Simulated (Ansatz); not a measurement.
# BaMn2Sb2 (I4/mmm): equation of state

One table from this session's results is given with a row withheld; the runs are named, their logs left out.

Method: DFT LDA, scalar-relativistic, plane waves, PAW, in Ansatz 0.2.0.

## The system as given

Symmetry: I4/mmm, No. 139, tetragonal system. Conventional cell: a = 4.215 Å, b = 4.215 Å, c = 13.464 Å, α = 90.00°, β = 90.00°, γ = 90.00°. Ba (site symmetry 4/mmm) is surrounded by 8 Sb at 3.51 Å and 8 Mn at 3.97 Å. Around Mn (site symmetry -4m2) lie 4 Sb at 2.59 Å. Sb (site symmetry 4mm) is surrounded by 4 Mn at 2.59 Å.

As a file:

```cif
data_structure
_symmetry_space_group_name_H-M 'P 1'
_symmetry_Int_Tables_number 1
_cell_length_a 7.3622
_cell_length_b 7.3622
_cell_length_c 7.3622
_cell_angle_alpha 146.733
_cell_angle_beta 146.733
_cell_angle_gamma 47.759
_cell_volume 119.59
loop_
_atom_site_label
_atom_site_type_symbol
_atom_site_fract_x
_atom_site_fract_y
_atom_site_fract_z
_atom_site_occupancy
Ba1 Ba 0.00000 0.00000 0.00000 1
Mn1 Mn 0.75000 0.25000 0.50000 1
Mn2 Mn 0.25000 0.75000 0.50000 1
Sb1 Sb 0.36202 0.36202 0.00000 1
Sb2 Sb 0.63798 0.63798 0.00000 1
```

An earlier run at LDA left this cell at 23.918 Å³/atom and 0.00 GPa (14×14×14 mesh). The large moments point both ways and cancel.

Volume factors to run: 0.980, 1.020, 0.960, 1.040.

Set-up of the first run:

input.yaml reads:

```yaml
crystal:
  lattice:
    - [-2.0932704218, 2.0932704218, 6.6867978777]
    - [2.0932704218, -2.0932704218, 6.6867978777]
    - [2.0932704218, 2.0932704218, -6.6867978777]
  atoms:
    - { symbol: Ba, position: [0.0, 0.0, 0.0] }
    - { symbol: Mn, position: [0.75, 0.25, 0.5], spin: 3.44 }
    - { symbol: Mn, position: [0.25, 0.75, 0.5], spin: -3.44 }
    - { symbol: Sb, position: [0.3620173061, 0.3620173061, 0.0] }
    - { symbol: Sb, position: [0.6379826939, 0.6379826939, 0.0] }
basis:
  ecutwfc: 420
  ecutrho_ratio: 4
kpoints:
  mp_grid: { grid: [14, 14, 14] }
hamiltonian:
  xc: lda
scf:
  occupations: { method: gaussian, width: 0.05 }
output:
  forces: true
  stress: true
  eigenvalues: true
  populations: true
magnetization:
  spin_polarized: true
relax:
  f_tol: 0.01
  max_steps: 40
  cell: { stress_tol: 0.1, fix: [volume] }
```

The run is started by

```bash
ansatz run input.yaml --threads 4 --pin off --max-ram 10240MiB --backend cpu --events-out ev --progress --plain --runs-dir out
```

Among the steps run: Volume × 0.980; At 1.020 of the relaxed volume; Scaling the volume by 0.960; At 1.040 of the relaxed volume.

One of the session's tables, all rows but one given; the rest of the session is left out.

It belongs to the step «The fit». 

| volume (Å³/atom) | energy (meV/atom) | pressure (GPa) | moment of atom 2 (μB) |
| --- | --- | --- | --- |
| 22.962 | 6.38 | 2.21 | 3.00 |
| 23.440 | ? | ? | ? |
| 23.918 | 0.00 | 0.00 | 3.12 |
| 24.397 | 1.41 | -0.94 | 3.18 |
| 24.875 | 5.48 | -1.78 | 3.23 |

Estimate the missing values for volume (Å³/atom) = 23.440.

Worked estimate for «energy (meV/atom)». A straight line through the neighbours (22.962, 6.38) and (23.918, 0.00) gives 6.38 + (0.00 − 6.38) × (23.440 − 22.962) / (23.918 − 22.962) = 3.19; a parabola fitted to 3 rows on both sides gives 1.66.

As computed: energy (meV/atom): 1.55; pressure (GPa): 1.05; moment of atom 2 (μB): 3.06. In «energy (meV/atom)» the line misses by +1.64 and the parabola by +0.11.

To keep in mind: Warnings in the runs' records: stability check not made.
